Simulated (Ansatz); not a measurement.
**Reference phase of H2, 2 atoms**

What do PBEsol, HSE06 and r²SCAN give for the perfect crystal in this cell, and at what cost?

All numbers are computed with Ansatz 0.2.0 (PAW, plane waves).

## (1) Starting point

2 atoms (2 H); a = 11.000 Å, b = 11.500 Å, c = 12.000 Å, α = 90.00°, β = 90.00°, γ = 90.00°.

Plan of the steps: (2) PBEsol relaxation at the Γ point alone, on 1 × NVIDIA GB300 with 8 threads of Arm Neoverse-V2; (3) PBEsol single point at the Γ point alone, on 1 × NVIDIA GB300 with 8 threads of Arm Neoverse-V2; (4) HSE06 single point at the Γ point alone, on 1 × NVIDIA GB300 with 8 threads of Arm Neoverse-V2; (5) r²SCAN single point at the Γ point alone, on 1 × NVIDIA GB300 with 8 threads of Arm Neoverse-V2.

## (2) PBEsol relaxation in the fixed cell

in.yaml

```yaml
crystal:
  lattice:
    - [11.000000, 0.000000, 0.000000]
    - [0.000000, 11.500000, 0.000000]
    - [0.000000, 0.000000, 12.000000]
  atoms:
    - { symbol: H, position: [0.500000, 0.500000, 0.468750] }
    - { symbol: H, position: [0.500000, 0.500000, 0.531250] }
kpoints:
  mp_grid: { grid: [1, 1, 1] }
hamiltonian:
  xc: pbesol
scf:
  occupations: { method: fermi_dirac, width: 0.01 }
relax:
  f_tol: 0.01
  max_steps: 80
  escape_saddle: false
  adjacent_minimum: "off"
output:
  forces: true
  eigenvalues: true
  populations: true
```

Further steps of the session: PBEsol single point; HSE06 on the same atoms; Single point with r²SCAN.

What does the calculation give? Wanted: for each run, top filled to lowest empty; energy; pressure.

**Answer**, as computed:

| level | time | top filled to lowest empty (eV) | energy (eV/atom) | pressure (GPa) |
| --- | --- | --- | --- | --- |
| PBEsol, relaxation | 1.8 s (GPU) | 10.01 | -15.6093 | - |
| PBEsol | 1.5 s (GPU) | 10.01 | -15.6093 | 0.00 |
| HSE06 | 2.8 s (GPU) | 11.37 | -15.8961 | - |
| r²SCAN | 1.8 s (GPU) | 10.84 | -15.9431 | - |

| quantity | value |
| --- | --- |
| relaxation | 3 recorded steps, 0.00 eV gained |
| largest shift | 0.00 Å |

**What this shows.** The start was already relaxed: nothing moved. At the same k points, PBEsol gives a spacing 1.37 eV smaller and PBEsol gives a spacing 1.37 eV smaller and r²SCAN gives a spacing 0.54 eV smaller than the 11.37 eV of HSE06. With one k point the spacing samples only the states that fold onto it, so it can exceed the gap over the zone.
